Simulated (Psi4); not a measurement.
# wB97X-V/def2-TZVP (core potential) run of SiBiH5 (BiH2(SiH3))

What is the vertical singlet–triplet gap of SiBiH5 (BiH2(SiH3)) at wB97X-V/def2-TZVP (core potential)? 

The calculation is run with Psi4 1.11.

### 1 The system as given

The species is SiBiH5 (7 atoms), meant as a singlet with charge 0. SMILES: `[H][Bi]([H])[SiH3]`. The shape comes from GFN2-xTB, which is rough for such elements, and wasn't checked as a minimum.

Bond lengths: Bi1–Si4 2.599 Å, Bi1–H2 1.783 Å, Bi1–H3 1.784 Å, Si4–H5 1.456 Å, Si4–H6 1.465 Å, Si4–H7 1.462 Å. Angles: Bi1–Si4–H5 114.7°, Bi1–Si4–H6 111.8°, Bi1–Si4–H7 111.6°, H2–Bi1–Si4 88.4°, H3–Bi1–Si4 88.4°, H5–Si4–H6 106.4°, H5–Si4–H7 106.3°, H6–Si4–H7 105.4°, H2–Bi1–H3 89.1°.

### 2 The energy at wB97X-V/def2-TZVP (core potential)

Input file bih5si.inp:

```
memory 1.6 GB

molecule {
  0 1
  Bi     1.19215262     2.17048273     2.26646192
  H      3.86460331     1.94870448     0.22699390
  H     -0.21489965     4.33215935     0.09592250
  Si    -0.86883938    -1.49717332    -0.26826552
  H     -0.90841025    -1.13067983    -2.99532929
  H     -3.49319654    -1.92674586     0.49877431
  H      0.42858989    -3.89674755     0.17544217
  units au
  symmetry c1
}

set {
  basis                def2-TZVP
  reference            rks
  puream               true
  e_convergence        1e-09
  d_convergence        1e-08
  scf_type             pk
  dft_radial_points    99
  dft_spherical_points 590
}

energy_value, wavefunction = energy('wb97x-v', return_wfn=True)
print_variables()
```

Run with:

```
psi4 bih5si.inp bih5si.out -n 1
```

bih5si.out, shortened:

```text
[...]
    !!!  WARNING: ECP capability is in beta. Please check occupations closely.  !!!
[...]
  Running in c1 symmetry.
[...]
  Nuclear repulsion =  111.538790176403509
[...]
  Multiplicity = 1
[...]
  Nalpha       = 21
  Nbeta        = 21
[...]
    Number of basis functions: 117
[...]
   @RKS iter   1:  -506.85103379721625   -1.89132e+00   5.54213e-03 ADIIS/DIIS
[...]
   @RKS iter  12:  -507.04419998365910   -2.67164e-12   2.87887e-09 DIIS
[...]
    Orbital Energies [Eh]
    ---------------------
    Doubly Occupied:
       1A    -66.124379     2A     -6.078751     3A     -5.379184
       4A     -3.816629     5A     -3.815783     6A     -3.812023
       7A     -3.728981     8A     -3.728266     9A     -3.728089
      10A     -1.172355    11A     -1.170482    12A     -1.166507
      13A     -1.165813    14A     -1.163024    15A     -0.748855
      16A     -0.643135    17A     -0.457773    18A     -0.456194
      19A     -0.416262    20A     -0.388490    21A     -0.349881
[...]
  @RKS Final Energy:  -507.04419998365910
   => Energetics <=
    Nuclear Repulsion Energy =            111.5387901764035092
    One-Electron Energy =                -999.7769843191485961
    Two-Electron Energy =                 409.1856512847851377
    DFT Exchange-Correlation Energy =     -28.1538267691223325
    Empirical Dispersion Energy =           0.0000000000000000
    VV10 Nonlocal Energy =                  0.1621696434231875
    Total Energy =                       -507.0441999836590981
[...]
 Multipole Moments:
 ------------------------------------------------------------------------------------
     Multipole            Electronic (a.u.)      Nuclear  (a.u.)        Total (a.u.)
 ------------------------------------------------------------------------------------
 L = 1.  Multiply by 2.5417464519 to convert [e a0] to [Debye]
 Dipole X            :         24.0679596          -24.0314965            0.0364630
 Dipole Y            :         43.1381977          -43.0483296            0.0898681
 Dipole Z            :         34.5839348          -34.1774447            0.4064901
 Magnitude           :                                                    0.4178995
[...]
```

It took 81 s on 1 thread of Intel Xeon 6975P-C (Granite Rapids), shared host; peak memory 0.9 GiB.

### 3 The triplet at the same level

Input file calc.in:

```
memory 1.6 GB

molecule geom {
  0 3
  Bi
  H 1 R2
  H 1 R3 2 A3
  Si 1 R4 2 A4 3 D4
  H 4 R5 1 A5 2 D5
  H 4 R6 5 A6 3 D6
  H 4 R7 5 A7 6 D7

  R2 = 1.782833
  R3 = 1.783875
  A3 = 89.05629
  R4 = 2.599129
  A4 = 88.35509
  D4 = 88.38794
  R5 = 1.456224
  A5 = 114.70831
  D5 = -51.30346
  R6 = 1.464601
  A6 = 106.36041
  D6 = 103.46054
  R7 = 1.462498
  A7 = 106.34874
  D7 = 112.01793
  symmetry c1
  no_reorient
  no_com
}

set globals {
  basis def2-TZVP
  reference uks
  puream true
  e_convergence 1e-09
  d_convergence 1e-08
  scf_type pk
  dft_radial_points 99
  dft_spherical_points 590
  maxiter 200
}

e = energy('wb97x-v')
```

Run with:

```
psi4 -n 1 calc.in calc.out
```

calc.out, shortened:

```text
[...]
    !!!  WARNING: ECP capability is in beta. Please check occupations closely.  !!!
[...]
  Running in c1 symmetry.
[...]
  Nuclear repulsion =  111.538802733885021
[...]
  Multiplicity = 3
[...]
  Nalpha       = 22
  Nbeta        = 20
[...]
    Number of basis functions: 117
[...]
   @UKS iter   1:  -506.63578284135798   -1.68807e+00   5.56112e-03 DIIS/ADIIS
[...]
   @UKS iter  27:  -506.85418242627810   -3.71756e-11   7.57948e-09 DIIS
[...]
   @S^2 Observed:                2.003631395E+00
[...]
    Orbital Energies [Eh]
    ---------------------
    Alpha Occupied:
       1A    -66.130457     2A     -6.106346     3A     -5.388535
       4A     -3.847715     5A     -3.842065     6A     -3.837629
       7A     -3.742375     8A     -3.735764     9A     -3.735708
      10A     -1.204336    11A     -1.200554    12A     -1.195929
      13A     -1.193398    14A     -1.188778    15A     -0.783177
      16A     -0.668830    17A     -0.473867    18A     -0.472509
      19A     -0.433153    20A     -0.424094    21A     -0.401036
      22A     -0.162251
    Alpha Virtual:
      23A      0.043535    24A      0.052278    25A      0.098171
[...]
  @UKS Final Energy:  -506.85418242627810
   => Energetics <=
    Nuclear Repulsion Energy =            111.5388027338850208
    One-Electron Energy =                -998.8395778608264663
    Two-Electron Energy =                 408.4271243327490311
    DFT Exchange-Correlation Energy =     -28.1426014223770231
    Empirical Dispersion Energy =           0.0000000000000000
    VV10 Nonlocal Energy =                  0.1620697902913087
    Total Energy =                       -506.8541824262781006
[...]
 Multipole Moments:
 ------------------------------------------------------------------------------------
     Multipole            Electronic (a.u.)      Nuclear  (a.u.)        Total (a.u.)
 ------------------------------------------------------------------------------------
 L = 1.  Multiply by 2.5417464519 to convert [e a0] to [Debye]
 Dipole X            :        -59.6228127           59.6646420            0.0418293
 Dipole Y            :         -4.6306271            4.3591478           -0.2714793
 Dipole Z            :         -4.7275478            4.4605832           -0.2669646
 Magnitude           :                                                    0.3830415
[...]
```

Wall time 3 min (1 thread of Intel Xeon 6975P-C (Granite Rapids), shared host); peak memory 0.9 GiB.

### 4 Outcome

At wB97X-V/def2-TZVP (core potential):

```
                                        quantity          value
                           singlet: total energy  -507.04420 Eh
                          singlet: dipole moment         1.06 D
                            singlet: HOMO energy       -9.52 eV
                            singlet: LUMO energy        1.38 eV
                          singlet: HOMO–LUMO gap       10.90 eV
                           triplet: total energy  -506.85418 Eh
                          triplet: dipole moment         0.97 D
     triplet: HOMO energy (highest over α and β)       -4.42 eV
      triplet: LUMO energy (lowest over α and β)       -3.61 eV
                                   triplet: ⟨S²⟩          2.004
vertical energy of the triplet above the singlet       5.171 eV
```

At this shape the triplet lies 5.17 eV (499 kJ/mol) above the singlet.
